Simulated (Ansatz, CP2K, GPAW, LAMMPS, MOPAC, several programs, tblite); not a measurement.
# What each method gives for GaN (zincblende)

Zincblende GaN, relaxed with r2SCAN in Ansatz, was computed with several methods. Space group F-43m (No. 216), cubic; a = 4.498 Å in the conventional setting, 11.37 Å³ an atom. Around Ga lie 4 N at 1.95 Å; around N lie 4 Ga at 1.95 Å. Spin-unpolarised throughout; all numbers are computed.

```
CELL_PARAMETERS angstrom
0.00000 2.24895 2.24895
2.24895 0.00000 2.24895
2.24895 2.24895 0.00000
ATOMIC_POSITIONS crystal
Ga 0.00000 0.00000 0.00000
N 0.25000 0.25000 0.25000
```

Gaps and times are for a single point on this cell; volume and bulk modulus come from each method's own relaxation or energy curve at fixed shape. Times are rough, from shared hosts (Arm Neoverse V2), and each method has its own mesh and cell size. PM6 (MOPAC): levels, charges or heat of formation failed a check of plausibility, so no values are given. PM6 (MOPAC), PM7 (MOPAC), GFN1-xTB (tblite), GFN2-xTB (tblite) treat a cluster of cells at its zone centre, which samples few k points: where these miss a band edge, the gap comes out too large for that reason alone. Gaps from k meshes are read at a limited set of points (mesh, symmetry points, PBE's band edges), so each method's own least gap may be somewhat smaller. Force fields have no electrons; where one was fitted to this phase, its volume and modulus reflect the fit. xTB and the PM methods were fitted mostly to molecules, and can miss a solid's gap by electronvolts. Minimal bases can be far off for gaps. GLLB-SC's gap includes the derivative discontinuity. d marks a direct gap, i an indirect one (no mark: not told apart), a dash a value that wasn't computed or didn't pass its checks.

```csv
method,kind,gap (eV),own volume (Å³/atom),bulk modulus (GPa),atoms computed,processor time
GaN.sw (LAMMPS),force field,–,11.48,206,2,0.09 s
GaN.tersoff (LAMMPS),force field,–,11.38,208,2,0.1 s
light PBE (260 eV and a coarse mesh),light plane-wave,1.24 d,–,–,2,0.48 s
PBE,semilocal,1.76 d,11.76,172,2,1.7 s
PM7 (MOPAC),semi-empirical,2.90,11.34,370,64,2.6 s
PM6 (MOPAC),semi-empirical,–,–,–,64,2.6 s
GLLB-SC (GPAW),model potential,2.58,–,–,2,3 s
r2SCAN,semilocal,2.17 d,11.37,197,2,3.4 s
PBE/single zeta (GPAW),small basis,2.07 d,–,–,2,3.4 s
GFN1-xTB (tblite),tight binding,1.48,–,–,64,4.8 s
GFN2-xTB (tblite),tight binding,1.93,10.93,134,64,5.9 s
PBE/SZV (CP2K),small basis,1.94 d,12.19,164,2,8.2 s
PBE/DZVP (CP2K),small basis,1.74 d,11.91,168,2,28 s
```

Against r2SCAN (2.17 eV) and with closed or daggered gaps left aside, the nearest gap at the points sampled is that of PBE/single zeta (GPAW) (-0.10 eV) and the farthest that of light PBE (260 eV and a coarse mesh) (-0.93 eV). r2SCAN is only a yardstick of convenience: semilocal gaps usually lie below measured ones, which GLLB-SC and hybrids aim to mend.

Volumes against r2SCAN's: GaN.sw (LAMMPS) +1.0 %, GaN.tersoff (LAMMPS) 0.0 %, PBE +3.4 %, PM7 (MOPAC) -0.3 %, GFN2-xTB (tblite) -3.9 %, PBE/SZV (CP2K) +7.2 %, PBE/DZVP (CP2K) +4.7 %.
